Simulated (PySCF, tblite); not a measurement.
# H7SSeSi4 radical: geometry, infrared bands and EPR parameters

Aim: predict the infrared bands and EPR parameters of H7SSeSi4 radical (`[S][Si@H]1[SiH2][SiH2][SiH2][Se]1`).

Computed with tblite 0.8.0 and PySCF 2.14.0, with density-fitted response routines of our own, on a single molecule in the gas phase. Atoms count from 0, in the outputs and in this text.

## 1. The starting structure

13 atoms, charge 0, multiplicity 2; geometry from: force field or distance geometry start.

Bonds of the start (Å): S0–Si1 2.11, Si1–Si2 2.24, Si2–Si3 2.23, Si3–Si4 2.22, Si4–Se5 2.29, Se5–Si1 2.28, Si1–H6 1.47, Si2–H7 1.46, Si2–H8 1.47, Si3–H9 1.47, Si3–H10 1.48, Si4–H11 1.46, Si4–H12 1.47.

## 2. Geometry optimisation with GFN2-xTB

The job: settings as JSON, then the geometry in Å.

```
{"job": {"kind": "relax", "xc": "GFN2-xTB", "basis": "xTB"}, "charge": 0, "multiplicity": 2}
S      1.899100     2.388800     0.457200
Si     1.371400     0.923100    -0.972100
Si     1.228000    -1.062500     0.059400
Si    -0.891000    -1.120600     0.740300
Si    -1.738300     0.814700     0.067900
Se    -0.669500     1.417500    -1.871100
H      2.405100     0.870300    -2.015700
H      1.461500    -2.136700    -0.905800
H      2.159500    -1.139700     1.188500
H     -1.592500    -2.242400     0.093900
H     -0.969900    -1.241600     2.211000
H     -1.478100     1.834600     1.086600
H     -3.189300     0.694900    -0.158000
```

Launch:

```bash
> OMP_NUM_THREADS=1 python probes_run.py task.json out
```

One launch serves the whole session: the jobs run in the order shown.

**Question.** This job is followed by: GFN2-xTB harmonic vibrations, gas phase; UKS B3LYP, def2-TZVP-core on Se, pcH-1 on H S Si, non-relativistic, mean-field spin-orbit, GIAO. What will the session give for the following? strongest single infrared mode (GFN2-xTB); zero-point energy (GFN2-xTB); g(iso) (B3LYP); ⟨S²⟩; largest a(iso); potential on the surface of density 0.002 e/bohr³, 1st and 99th percentile.

**Answer**, as computed:

```
                                                                  quantity                   value
                                 strongest single infrared mode (GFN2-xTB)    797 cm⁻¹, 331 km/mol
                                              zero-point energy (GFN2-xTB)           37.6 kcal/mol
                                                            g(iso) (B3LYP)                 2.07025
                                                                      ⟨S²⟩      0.755 (exact 0.75)
                                                            largest a(iso)  29Si on Si2, -89.3 MHz
potential on the surface of density 0.002 e/bohr³, 1st and 99th percentile      -0.68 V and 1.41 V
```

The optimisation took 115 steps and gained 0.684 eV; among the close pairs (by a distance rule), Si1–Si2 changed most, from 2.242 to 2.435 Å. All 33 modes are real, so the xTB geometry is a minimum. The strongest single mode, at 797 cm⁻¹, is carried by H9, H10, H8, H7. GFN2-xTB is a fitted tight-binding method: band positions and strengths are rough. Its intensities can rank the bands wrongly. Most of the unpaired spin sits on S0 (0.72 e). The isotropic g lies 67.9 ppt above the free-electron value. The hyperfine terms hold no scalar relativity, which the heavier nuclei need.
